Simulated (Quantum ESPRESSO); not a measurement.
**Ag in Quantum ESPRESSO: the effect of functional**

The system is Ag, a slab with vacuum.

```
CELL_PARAMETERS angstrom
2.88938 0.00000 0.00000
-1.44469 2.50228 0.00000
0.00000 0.00000 24.43667
ATOMIC_POSITIONS crystal
Ag 0.66667 0.33333 0.30692
Ag 0.33333 0.66667 0.40346
Ag 0.00000 0.00000 0.50000
Ag 0.66667 0.33333 0.59654
Ag 0.33333 0.66667 0.69308
```

Alike in all runs:

| Quantity | Value |
| --- | --- |
| Program | Quantum ESPRESSO 7.5 |
| Task | work function |
| Potentials or basis | SG15 PBE 1.2 |
| Cutoff | 952 eV |
| Density cutoff | 3810 eV |
| k mesh | 7 × 7 × 1 |
| Occupations | fermi-dirac, width 0.05 eV |
| Spin | no spin polarisation |

**Question.** One run gave: largest force 0.36 eV/Å; work function 4.31 eV. Which functional did it use?
A. rev-vdW-DF2
B. AM05
C. LDA
D. PBEsol
E. RPBE

**Answer.** E.

| functional | largest force (eV/Å) | work function (eV) |
| --- | --- | --- |
| LDA | 0.42 | 5.01 |
| PBEsol | 0.18 | 4.68 |
| RPBE | 0.36 | 4.31 |
| revPBE | 0.31 | 4.34 |
| AM05 | 0.18 | 4.56 |
| WC | 0.15 | 4.66 |
| rev-vdW-DF2 | 0.01 | 4.82 |

Caveats: the potentials were made for another functional, which shifts forces and pressure.

Runs at the PBE level aren't shown here.
